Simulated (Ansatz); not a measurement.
# AlAsH3+ (triplet): the correlation ladder, cc-pVTZ

Aim: climb from Hartree-Fock through coupled cluster for AlAsH3+ (triplet) at one geometry and basis, and see what each rung misses.

Method: cc-pVTZ, core rule «outside noble gas», up to 19 orbitals frozen; program: Ansatz 0.2.0, Gaussian basis.

To be run: UHF; CCSD(T) on ROHF; CCSD(T) on UHF; BCCD(T) on ROHF; CCSDT(Q) on ROHF; CCSDT(Q) on UHF.

9 further runs of the same task are left out: 4 for a known fault of the program, 5 set aside as unsound or not needed.

**1. The geometry**

The geometry is a PBE0/def2-TZVP stationary point (not a proven minimum) of the parent state, kept for this charge and spin. No spin-orbit coupling is included. The filled d shell of As may be among the frozen orbitals whatever the setting's name suggests; the logs give the count.

5 atoms, charge 1, spin multiplicity 3.

Atoms are counted from 1 here; the program's logs count them from 0.

Bond lengths: Al1–As2 2.440 Å, Al1–H3 1.587 Å, Al1–H4 1.587 Å, As2–H5 1.528 Å. Angles: As2–Al1–H3 121.9°, As2–Al1–H4 117.9°, H3–Al1–H4 120.2°, Al1–As2–H5 91.0°.

**2. UHF**

The input, in.yaml:

```yaml
crystal:
  periodic: [false, false, false]
  atoms:
    - {symbol: Al, position_ang: [0.000000, 0.020463, 1.750773]}
    - {symbol: As, position_ang: [0.000000, -0.027757, -0.688843]}
    - {symbol: H, position_ang: [0.000000, 1.383794, 2.563130]}
    - {symbol: H, position_ang: [0.000000, -1.367803, 2.519896]}
    - {symbol: H, position_ang: [0.000000, 1.499472, -0.746751]}
basis:
  gaussian: {orbitals: cc-pVTZ}
total_charge: 1
magnetization: {spin_polarized: true, initial_magnetization: 2}
hamiltonian: {xc: hf}
output: {orbitals: {seedname: orbitals}}
```

The run is started by

```bash
> ansatz run in.yaml --threads 1 --pin off --events-out ev --progress --plain --max-ram 4096MiB --backend cpu
```

The runs that follow: CCSD(T) on ROHF; CCSD(T) on UHF; BCCD(T) on ROHF; CCSDT(Q) on ROHF; CCSDT(Q) on UHF.

Q: Predict the results of all the runs planned. Wanted: UCCSDT(Q) below the RHF energy; RMP2 from UCCSDT(Q); UMP2 from UCCSDT(Q); RCCSD from UCCSDT(Q); RCCSD(T) from UCCSDT(Q); UCCSD(T) from UCCSDT(Q); RCCSDT(Q) from UCCSDT(Q); T1 diagnostic.

As calculated:

| quantity | value |
| --- | --- |
| UCCSDT(Q) below the RHF energy | -5.9083 eV |
| RMP2 from UCCSDT(Q) | +1219.5 meV |
| UMP2 from UCCSDT(Q) | +1231.0 meV |
| RCCSD from UCCSDT(Q) | +222.0 meV |
| RCCSD(T) from UCCSDT(Q) | +50.1 meV |
| UCCSD(T) from UCCSDT(Q) | +41.2 meV |
| RCCSDT(Q) from UCCSDT(Q) | +9.8 meV |
| levels within 1 kcal/mol (43 meV) | UCCSD(T), RCCSDT, UCCSDT, RCCSDT(Q) |
| T1 diagnostic | 0.027 |

What this shows: RCCSD(T) misses by +50.1 meV, 0.8 % of the correlation energy. These misses are within one basis, not against nature; the frozen cores of restricted and unrestricted runs differ, which can shift their rows.
